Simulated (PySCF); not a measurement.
# CF3CH2CN: geometry, NMR shifts, spin-spin couplings, electronic excitations and core binding energies, part 2 of 2

PySCF 2.14.0. Atoms count from 0.

## Step 7: X-ray photoelectron lines: SCAN, X2C

Job settings and geometry (Å):

```
{"job": {"kind": "xps"}, "charge": 0, "multiplicity": 1}
N      2.559038    -0.205521     0.685122
C      1.467340     0.129639     0.507747
C      0.094512     0.561706     0.298802
C     -0.746843    -0.453827    -0.455880
F     -0.811660    -1.610420     0.195519
F     -1.987071     0.015231    -0.593426
F     -0.253988    -0.686531    -1.668959
H     -0.387154     0.747933     1.270498
H      0.082452     1.504090    -0.269190
```

Level: delta-SCF UKS SCAN, pcX-2 on the ionised atom, pcseg-1 elsewhere, spin-free X2C.

The log of the run:

```text
ground state, core basis on atom 0 (N), 139 functions
  cycle   1  E = -469.77707094  |g| = 8.73e-01
  cycle   2  E = -469.29030092  |g| = 1.81e+00
  cycle   3  E = -469.87854250  |g| = 4.22e-01
  cycle   4  E = -469.91636041  |g| = 7.93e-02
  cycle   5  E = -469.91745666  |g| = 2.85e-02
  cycle   6  E = -469.91762538  |g| = 5.68e-03
  cycle   7  E = -469.91763308  |g| = 2.45e-03
  cycle   8  E = -469.91763512  |g| = 7.58e-04
  cycle   9  E = -469.91763394  |g| = 3.50e-04
  E(ground) = -469.91409346 Eh
hole in N 1s of atom 0
  cycle   1  E = -454.30533381  |g| = 1.84e+00
  cycle   2  E = -452.98444312  |g| = 2.32e+00
  cycle   3  E = -454.76978804  |g| = 7.31e-01
  cycle   4  E = -454.93742960  |g| = 3.78e-01
  cycle   5  E = -454.98782444  |g| = 1.48e-01
  cycle   6  E = -454.99746174  |g| = 3.25e-02
  cycle   7  E = -454.99799759  |g| = 1.26e-02
  cycle   8  E = -454.99816560  |g| = 8.20e-03
  cycle   9  E = -454.99824230  |g| = 6.67e-03
  cycle  10  E = -454.99828777  |g| = 2.51e-03
  cycle  11  E = -454.99829252  |g| = 8.55e-04
  cycle  12  E = -454.99829300  |g| = 3.76e-04
  E(ion) = -454.99527553 Eh   <S^2> = 0.8175   hole on atom = 1.000   binding energy = 405.962 eV
ground state, core basis on atom 1 (C), 139 functions
  cycle   1  E = -469.90875270  |g| = 5.76e-02
  cycle   2  E = -469.90851620  |g| = 3.68e-02
  cycle   3  E = -469.90792890  |g| = 6.27e-02
  cycle   4  E = -469.90880791  |g| = 6.54e-03
  cycle   5  E = -469.90881725  |g| = 8.74e-04
  cycle   6  E = -469.90881775  |g| = 2.52e-04
  E(ground) = -469.90875986 Eh
hole in C 1s of atom 1
  cycle   1  E = -458.60024425  |g| = 1.50e+00
  cycle   2  E = -457.53438776  |g| = 2.04e+00
  cycle   3  E = -458.70247619  |g| = 1.03e+00
  cycle   4  E = -459.07578007  |g| = 3.33e-01
  cycle   5  E = -459.12396730  |g| = 1.42e-01
  cycle   6  E = -459.13396160  |g| = 4.36e-02
  cycle   7  E = -459.13458674  |g| = 1.97e-02
  cycle   8  E = -459.13483478  |g| = 6.82e-03
  cycle   9  E = -459.13493733  |g| = 4.36e-03
  cycle  10  E = -459.13500922  |g| = 2.47e-03
  cycle  11  E = -459.13502491  |g| = 1.54e-03
  cycle  12  E = -459.13502555  |g| = 5.13e-04
  cycle  13  E = -459.13502580  |g| = 1.76e-04
  E(ion) = -459.13386379 Eh   <S^2> = 0.8260   hole on atom = 1.000   binding energy = 293.200 eV
ground state, core basis on atom 2 (C), 139 functions
  cycle   1  E = -469.90493791  |g| = 6.09e-02
  cycle   2  E = -469.90414572  |g| = 6.45e-02
  cycle   3  E = -469.90424327  |g| = 6.06e-02
  cycle   4  E = -469.90506247  |g| = 9.13e-03
  cycle   5  E = -469.90508189  |g| = 6.26e-04
  cycle   6  E = -469.90508118  |g| = 3.08e-04
  E(ground) = -469.90326812 Eh
hole in C 1s of atom 2
  cycle   1  E = -458.56238053  |g| = 1.51e+00
  cycle   2  E = -457.28290421  |g| = 2.22e+00
  cycle   3  E = -458.66793323  |g| = 9.88e-01
  cycle   4  E = -458.97011015  |g| = 5.57e-01
  cycle   5  E = -459.10429443  |g| = 1.41e-01
  cycle   6  E = -459.11038359  |g| = 6.02e-02
  cycle   7  E = -459.11155777  |g| = 1.04e-02
  cycle   8  E = -459.11161710  |g| = 4.23e-03
  cycle   9  E = -459.11163521  |g| = 2.43e-03
  cycle  10  E = -459.11164156  |g| = 2.12e-03
  cycle  11  E = -459.11164794  |g| = 8.79e-04
  cycle  12  E = -459.11164881  |g| = 4.18e-04
  E(ion) = -459.11022826 Eh   <S^2> = 0.7693   hole on atom = 1.000   binding energy = 293.694 eV
ground state, core basis on atom 3 (C), 139 functions
  cycle   1  E = -469.91749652  |g| = 6.27e-02
  cycle   2  E = -469.91738000  |g| = 3.85e-02
  cycle   3  E = -469.91747838  |g| = 3.10e-02
  cycle   4  E = -469.91763144  |g| = 7.94e-03
  cycle   5  E = -469.91764242  |g| = 3.15e-03
  cycle   6  E = -469.91764486  |g| = 3.88e-04
  E(ground) = -469.91434117 Eh
hole in C 1s of atom 3
  cycle   1  E = -458.38765174  |g| = 1.50e+00
  cycle   2  E = -446.53519472  |g| = 4.41e+00
  cycle   3  E = -458.23387424  |g| = 1.21e+00
  cycle   4  E = -458.63925695  |g| = 7.98e-01
  cycle   5  E = -458.79802262  |g| = 5.03e-01
  cycle   6  E = -458.90915080  |g| = 1.54e-01
  cycle   7  E = -458.91679118  |g| = 3.47e-02
  cycle   8  E = -458.91712263  |g| = 1.93e-02
  cycle   9  E = -458.91724393  |g| = 5.57e-03
  cycle  10  E = -458.91725816  |g| = 1.87e-03
  cycle  11  E = -458.91726088  |g| = 8.75e-04
  cycle  12  E = -458.91726154  |g| = 3.91e-04
  E(ion) = -458.91738033 Eh   <S^2> = 0.7713   hole on atom = 1.000   binding energy = 299.243 eV
ground state, core basis on atom 4 (F), 139 functions
  cycle   1  E = -469.94815981  |g| = 1.20e-01
  cycle   2  E = -469.94763875  |g| = 7.50e-02
  cycle   3  E = -469.94770523  |g| = 6.96e-02
  cycle   4  E = -469.94832992  |g| = 2.06e-02
  cycle   5  E = -469.94842414  |g| = 2.11e-03
  cycle   6  E = -469.94842635  |g| = 5.29e-04
  cycle   7  E = -469.94842523  |g| = 1.14e-04
  E(ground) = -469.94783377 Eh
hole in F 1s of atom 4
  cycle   1  E = -443.53241037  |g| = 2.58e+00
  cycle   2  E = -443.24141644  |g| = 2.26e+00
  cycle   3  E = -444.24711146  |g| = 6.70e-01
  cycle   4  E = -444.25672305  |g| = 6.13e-01
  cycle   5  E = -444.38528550  |g| = 2.34e-01
  cycle   6  E = -444.40922704  |g| = 5.13e-02
  cycle   7  E = -444.41014087  |g| = 1.22e-02
  cycle   8  E = -444.41021039  |g| = 3.08e-03
  cycle   9  E = -444.41021497  |g| = 1.16e-03
  cycle  10  E = -444.41021520  |g| = 6.76e-04
  cycle  11  E = -444.41021461  |g| = 2.12e-04
  E(ion) = -444.41673434 Eh   <S^2> = 0.7571   hole on atom = 1.000   binding energy = 694.737 eV
```

It took 29 s on 1 thread, shared host.

The holes in one table. −ε is the ground-state orbital energy:

```
     hole  stands for              environment  ΔSCF (eV)  −ε (eV)   ⟨S²⟩
N1s on N0          N0         nitrile nitrogen     405.96    386.6  0.818
C1s on C1          C1           nitrile carbon     293.20    275.3  0.826
C1s on C2          C2   sp3 CH2 α to a nitrile     293.69    276.3  0.769
C1s on C3          C3               CF3 carbon     299.24    281.4  0.771
F1s on F4  F4, F5, F6  fluorine of a CF3 group     694.74    668.4  0.757
```

Each hole run stands for the others of its class of like atoms.

## Step 8: Side by side: NMR shifts

Shifts (ppm), means over like atoms, with basis size and wall time (the measured row can stand on another reference than the computed rows):

```
             run     C3     C1    C2    H7     N0     F4  functions  time
   PBE0/pcSseg-1  127.5  116.3  25.8  2.73  317.5  -76.6        129  12 s
wB97X-D/pcSseg-2  132.4  120.5  27.1  2.80  312.3  -69.5        280  46 s
        measured      –      –     –     –      –  -66.8          –     –
```

Measured: G. Saielli, R. Bini, A. Bagno, Computational 19F NMR. 2. Organic compounds, RSC Adv. 2014, ESI (exp. from Berger-Braun-Kalinowski 1994 and Everett 1995).

## Step 9: What came out

What follows sums up all 2 parts.

| quantity | value |
| --- | --- |
| point group | Cs |
| rotational constants (main isotopes) | 5.27, 1.78, 1.75 GHz |
| 13C shifts against TMS (PBE0/pcSseg-1) | 127.5, 116.3, 25.8 ppm |
| 1H shifts against TMS (PBE0/pcSseg-1, means over atoms taken as alike) | 2.73 ppm |
| 15N shifts against NH3 (PBE0/pcSseg-1) | 317.5 ppm |
| 19F shifts against CFCl3 (PBE0/pcSseg-1, means over atoms taken as alike) | -76.6 ppm |
| measured, and computed on the same scale | F4 δ -66.8, -76.6 ppm |
| largest coupling of the table (B3LYP/pcJ-1) | 1J(C,F) C3–F4, -346.7 Hz |
| lowest singlet (wB97X-D/def2-SVPD) | 7.61 eV (163 nm), f = 0.000 |
| brightest single state of those computed | state 9, 10.88 eV, f = 0.446 |
| lowest triplet | 6.33 eV |
| vertical ionisation energy (ΔSCF) | 12.80 eV |
| C1s binding energies, SCAN/pcX-2 | C3 299.24, C2 293.69, C1 293.20 eV |
| N1s binding energies, SCAN/pcX-2 | N0 405.96 eV |
| F1s binding energies, SCAN/pcX-2 | F4 694.74 eV |
| range of the shift of F4 | -76.6 to -69.5 ppm |

**Reading.** Relaxing lowered the energy by 0.041 eV in 9 steps; the close pair that moved most is N0–C1, from 1.140 to 1.156 Å. No frequency check was run at this level, so the end point may be a saddle. At PBE0/pcSseg-1: The largest span, 544 ppm, is at N0, where the paramagnetic term is -390 ppm. The one measured 19F shift is missed by -9.8 ppm (computed less measured, unscaled). Vibration, temperature and solvent are missing from the calculation, and it holds one conformer, so part of the miss against the measured shifts is not the functional's. Of the pairs tabulated at B3LYP/pcJ-1, C3–F4 (mean over like pairs) couples most strongly (-346.7 Hz; Fermi contact -319.8 Hz). Density functionals describe couplings to fluorine poorly, F–F couplings above all, so those rows are rough. The first singlet state (HOMO→LUMO 0.52, HOMO→LUMO+2 0.29) lies at 7.61 eV and is dark; of the 10 states computed, the strongest absorption comes from state 9 at 10.88 eV. The lowest triplet lies 1.28 eV below the lowest singlet (triplets in Tamm-Dancoff, singlets in full TDDFT). ΔSCF puts the ionisation energy at 12.80 eV, 0.73 eV above −ε(HOMO). In this run the hole sits in HOMO−1, not in the HOMO; unless the two are degenerate, this need not be the first ionisation. C3 (CF3 carbon) binds its C1s electron 6.04 eV more tightly than C1 (nitrile carbon). In ppm, F4 (with its like atoms) moves most: its shift spreads over 7.1 ppm, from -76.6 (PBE0/pcSseg-1) to -69.5 (wB97X-D/pcSseg-2). Most of that comes from the computed reference, not from the atom's own shielding.
